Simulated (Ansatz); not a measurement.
# Si2H5O2 radical: a ladder of functionals and wavefunction methods

Aim: compute Si2H5O2 radical with functionals from several rungs and with coupled cluster, and see how far each lands from CCSD(T) at the basis-set limit for the atomisation energy.

Method: functionals in def2-TZVPP, the program's frozen cores in correlated methods; program: Ansatz 0.2.0, Gaussian basis.

Plan: LDA (SPW92), PBE-D4, revPBE-D4, BLYP-D4, r2SCAN-D4, B97M-V, PBE0-D4, B3LYP-D4, r2SCANh-D4, r2SCAN0-D4, HSE06-D4, BHLYP-D4, CAM-B3LYP-D4, LC-ωPBE, ωB97X-V, ωB97M-V, B2PLYP, PBE-QIDH; CCSD(T)/def2-SVP; CCSD(T)/def2-TZVPP; MP2/def2-QZVPP; extrapolation to the limit; RPA on PBE.

## (1) The relaxed structure

An earlier PBE0-D4 in a triple-zeta def2 set relaxation fixed the geometry.

9 atoms, charge 0, spin multiplicity 2.

Atoms are counted from 1 here; the program's logs count them from 0.

Bond lengths: O1–Si2 1.642 Å, O1–H5 0.959 Å, Si2–O3 1.636 Å, Si2–H6 1.492 Å, O3–Si4 1.637 Å, Si4–H7 1.485 Å, Si4–H8 1.486 Å, Si4–H9 1.483 Å. Angles: Si2–O1–H5 118.3°, O1–Si2–O3 110.4°, O1–Si2–H6 104.3°, O3–Si2–H6 109.5°, Si2–O3–Si4 149.1°, O3–Si4–H7 109.9°, O3–Si4–H8 110.2°, O3–Si4–H9 108.4°, H7–Si4–H8 109.2°, H7–Si4–H9 109.6°, H8–Si4–H9 109.5°.

## (2) LDA

This LDA is Slater exchange with PW92 correlation.

in.yaml

```yaml
crystal:
  periodic: [false, false, false]
  atoms:
    - {symbol: O, position_ang: [-1.761044, 0.464298, 1.903635]}
    - {symbol: Si, position_ang: [-0.180827, 0.351820, 1.472143]}
    - {symbol: O, position_ang: [-0.044555, 0.114955, -0.140467]}
    - {symbol: Si, position_ang: [0.814172, -0.464126, -1.407909]}
    - {symbol: H, position_ang: [-2.337959, -0.276858, 1.711816]}
    - {symbol: H, position_ang: [0.394745, 1.681219, 1.830226]}
    - {symbol: H, position_ang: [1.762715, 0.571252, -1.890164]}
    - {symbol: H, position_ang: [1.574951, -1.674866, -1.002735]}
    - {symbol: H, position_ang: [-0.133699, -0.814094, -2.493745]}
basis:
  gaussian: {orbitals: def2-TZVPP}
magnetization: {spin_polarized: true, initial_magnetization: 1}
hamiltonian: {xc: lda}
output: {orbitals: {seedname: orbitals}}
```

Further steps of the session: PBE-D4 (GGA); revPBE-D4 (GGA); BLYP-D4 (GGA); r2SCAN-D4 (meta-GGA); B97M-V (meta-GGA); PBE0-D4 (hybrid); B3LYP-D4 (hybrid); r2SCANh-D4 (hybrid); r2SCAN0-D4 (hybrid); HSE06-D4 (hybrid); BHLYP-D4 (hybrid); CAM-B3LYP-D4 (range-separated); LC-ωPBE-D4 (range-separated); ωB97X-V (range-separated); ωB97M-V (range-separated); B2PLYP (double hybrid); PBE-QIDH (double hybrid); CCSD(T) in def2-SVP; CCSD(T) in def2-TZVPP; MP2 in def2-QZVPP; RPA on PBE orbitals.

**Question.** What will the summary of the whole plan be? Wanted: atomisation energy, CCSD(T)/CBS; farthest beyond LDA; mean size of error, GGA; mean size of error, meta-GGA; mean size of error, hybrid; mean size of error, range-separated; mean size of error, double hybrid; gap, smallest and largest; T1 diagnostic.

As calculated:

| quantity | value |
| --- | --- |
| atomisation energy, CCSD(T)/CBS | 3117.0 kJ/mol |
| functionals within 15.6 kJ/mol (0.5 %) | r2SCAN-D4, B97M-V, CAM-B3LYP-D4, ωB97X-V, ωB97M-V |
| farthest beyond LDA | BHLYP-D4 (-99.9 kJ/mol) |
| mean size of error, GGA | 46.3 kJ/mol |
| mean size of error, meta-GGA | 9.6 kJ/mol |
| mean size of error, hybrid | 57.6 kJ/mol |
| mean size of error, range-separated | 16.8 kJ/mol |
| mean size of error, double hybrid | 57.3 kJ/mol |
| gap, smallest and largest | 1.26 eV (LDA (SPW92)), 8.93 eV (LC-ωPBE) |
| T1 diagnostic | 0.0140 |
| triples share of the correlation energy | 3.3 % |

**Reading.** The LDA atomisation energy is off by 382.5 kJ/mol (12 %): it overbinds. PBE-D4 is off by -19.6 kJ/mol. Double hybrids carry the basis error of their MP2 part in triple zeta, and no dispersion term here, so their miss is partly the set-up's. By mean error the best rung here is meta-GGA (9.6 kJ/mol) and the worst beyond LDA is hybrid (57.6 kJ/mol). The gap between the best rungs is small, so their order is not settled. The mean of the hybrids holds BHLYP, with half exact exchange. The reference freezes the cores and leaves out relativity and excitations past (T), so misses under about 15.6 kJ/mol can't be ranked. Hartree-Fock recovers 73 % of the binding; the rest is correlation. CCSD(T) in def2-SVP is off by -283.5 kJ/mol, worse than the median functional, from the basis alone. The gap grows from 1.3 to 8.9 eV across the functionals, mostly with the share of exact exchange.
